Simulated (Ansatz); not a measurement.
# MgO2: the cost of one run

Method: DFT PBEsol, scalar-relativistic, plane waves, PAW, in Ansatz 0.2.0.

## (1) Starting point

It takes space group R-3m (No. 166, trigonal). The conventional cell has a = 3.210 Å, b = 3.210 Å, c = 10.482 Å, α = 90.00°, β = 90.00°, γ = 120.00°. Mg (site symmetry -3m) is surrounded by 6 O at 2.11 Å. O (site symmetry 3m) is surrounded by 1 O at 1.49 Å and 3 Mg at 2.11 Å.

Coordinates:

```
CELL_PARAMETERS angstrom
-1.60476 -2.77953 0.00000
1.60476 -2.77953 0.00000
0.00000 0.00000 10.48194
ATOMIC_POSITIONS crystal
Mg 0.00000 0.00000 0.00000
Mg 0.33333 0.33333 0.33333
Mg 0.66667 0.66667 0.66667
O 0.00000 0.00000 0.42879
O 0.33333 0.33333 0.76212
O 0.66667 0.66667 0.09545
O 0.00000 0.00000 0.57121
O 0.33333 0.33333 0.90455
O 0.66667 0.66667 0.23788
```

It goes back to an entry of the Materials Project, which need not be the stable form.

No relaxation comes first: the listed cell is the starting point.

## (2) Zero of the scan

The input, input.yaml:

```yaml
crystal:
  lattice:
    - [-1.604761016, -2.7795276138, 0.0]
    - [1.604761016, -2.7795276138, 0.0]
    - [0.0, 0.0, 10.4819366247]
  atoms:
    - { symbol: Mg, position: [0.0, 0.0, 0.0] }
    - { symbol: Mg, position: [0.3333333333, 0.3333333333, 0.3333333333] }
    - { symbol: Mg, position: [0.6666666667, 0.6666666667, 0.6666666667] }
    - { symbol: O, position: [1.0, 1.0, 0.428786] }
    - { symbol: O, position: [0.3333333333, 0.3333333333, 0.7621193333] }
    - { symbol: O, position: [0.6666666667, 0.6666666667, 0.0954526667] }
    - { symbol: O, position: [1.0, 1.0, 0.571214] }
    - { symbol: O, position: [0.3333333333, 0.3333333333, 0.9045473333] }
    - { symbol: O, position: [0.6666666667, 0.6666666667, 0.2378806667] }
basis:
  ecutwfc: 420
kpoints:
  mp_grid: { grid: [10, 10, 3] }
hamiltonian:
  xc: pbesol
scf:
  occupations: { method: gaussian, width: 0.05 }
output:
  forces: true
  stress: true
  eigenvalues: true
  write_density: true
  write_potential: true
  elf: true
  volumetric_format: npy
```

The run is started by

```
$ ansatz run input.yaml --threads 2 --pin off --max-ram 5120MiB --backend cpu --events-out ev --progress --plain --runs-dir out
```

What time and memory should one allow on 2 threads of Oxide Virtual Turin-like (Zen 5), shared host?

About 2.9 s, with a peak of 0.44 GiB.
